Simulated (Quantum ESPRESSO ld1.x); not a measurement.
# The series with 38 electrons, Nd²²⁺ to Os³⁸⁺

Aim: how levels and radii change as the nucleus grows at a fixed number of electrons, each ion in its NIST ground configuration.

The numbers are computed with Quantum ESPRESSO ld1.x 7.5 (Dirac Kohn-Sham, LDA (Slater exchange, Perdew-Zunger correlation), spin-unpolarised, spherical densities, point nucleus; open shells fill j = l - 1/2 first), except any that are marked as measured or tabulated.

## Step 1: The system

| Item | Value |
| --- | --- |
| electrons | 38 |
| ions | Nd²²⁺, Sm²⁴⁺, Gd²⁶⁺, Dy²⁸⁺, Er³⁰⁺, Yb³²⁺, Hf³⁴⁺, W³⁶⁺, Os³⁸⁺ |
| configuration | NIST ground configuration of each |

## Step 2: Nd²²⁺, [Kr] 4d2

Contents of ld1.in:

```fortran
 &input
    zed=60.0,
    iswitch=1,
    rel=2,
    dft='PZ',
    config='[Kr] 4d2 5s0 5p0 4f0',
    rel_dist='energy',
    verbosity='high',
    lsmall=.true.,
    prefix='ld1',
    max_out_wfc=37,
    file_charge='ld1.rho',
 /
```

## Step 3: Sm²⁴⁺, [Kr] 4d2

Edit ld1.in of step 2 so:

```diff
@@ -1,3 +1,3 @@
  &input
-    zed=60.0,
+    zed=62.0,
     iswitch=1,
```

## Step 4: Gd²⁶⁺, [Kr] 4d2

Edit ld1.in of step 3 so:

```diff
@@ -1,3 +1,3 @@
  &input
-    zed=62.0,
+    zed=64.0,
     iswitch=1,
```

## Step 5: Dy²⁸⁺, [Kr] 4d2

Edit ld1.in of step 4 so:

```diff
@@ -1,3 +1,3 @@
  &input
-    zed=64.0,
+    zed=66.0,
     iswitch=1,
```

## Step 6: Er³⁰⁺, [Kr] 4d2

Edit ld1.in of step 5 so:

```diff
@@ -1,3 +1,3 @@
  &input
-    zed=66.0,
+    zed=68.0,
     iswitch=1,
```

## Step 7: Yb³²⁺, [Kr] 4d2

Edit ld1.in of step 6 so:

```diff
@@ -1,3 +1,3 @@
  &input
-    zed=68.0,
+    zed=70.0,
     iswitch=1,
```

## Step 8: Hf³⁴⁺, [Kr] 4d2

Edit ld1.in of step 7 so:

```diff
@@ -1,3 +1,3 @@
  &input
-    zed=70.0,
+    zed=72.0,
     iswitch=1,
```

## Step 9: W³⁶⁺, [Kr] 4d2

Edit ld1.in of step 8 so:

```diff
@@ -1,3 +1,3 @@
  &input
-    zed=72.0,
+    zed=74.0,
     iswitch=1,
```

## Step 10: Os³⁸⁺, [Kr] 4d2

Edit ld1.in of step 9 so:

```diff
@@ -1,3 +1,3 @@
  &input
-    zed=74.0,
+    zed=76.0,
     iswitch=1,
```

What does the calculation give? Wanted: for each run, ion; E; ε(4f5/2, empty); ε(4f7/2, empty); ε(5s1/2, empty); ε(5p1/2, empty); ε(5p3/2, empty); <r>(5p3/2).

As calculated:

```
  ion  E (hartree)  ε(4f5/2, empty) (eV)  ε(4f7/2, empty) (eV)  ε(5s1/2, empty) (eV)  ε(5p1/2, empty) (eV)  ε(5p3/2, empty) (eV)  <r>(5p3/2) (bohr)
Nd²²⁺     -9415.83               -530.17               -528.96               -453.42               -425.67               -414.68              1.067
Sm²⁴⁺    -10169.27               -624.07               -622.50               -524.40               -494.22               -480.70              1.004
Gd²⁶⁺    -10955.68               -724.99               -723.00               -600.39               -567.73               -551.29             0.9473
Dy²⁸⁺    -11775.64               -832.92               -830.44               -681.44               -646.26               -626.45             0.8971
Er³⁰⁺    -12629.78               -947.83               -944.77               -767.60               -729.87               -706.19             0.8521
Yb³²⁺    -13518.78               -1069.7               -1066.0               -858.95               -818.61               -790.51             0.8114
Hf³⁴⁺    -14443.36               -1198.5               -1194.0               -955.54               -912.56               -879.42             0.7745
 W³⁶⁺    -15404.31               -1334.3               -1328.9               -1057.5               -1011.8               -972.95             0.7408
Os³⁸⁺    -16402.47               -1477.0               -1470.6               -1164.8               -1116.4               -1071.1             0.7099
```

What this shows: From Nd²²⁺ to Os³⁸⁺ the 5p3/2 level deepens by a factor 2.58 and shrinks by a factor 1.50. The order of these tabulated levels, which need not hold every outer shell, does not change along the series.
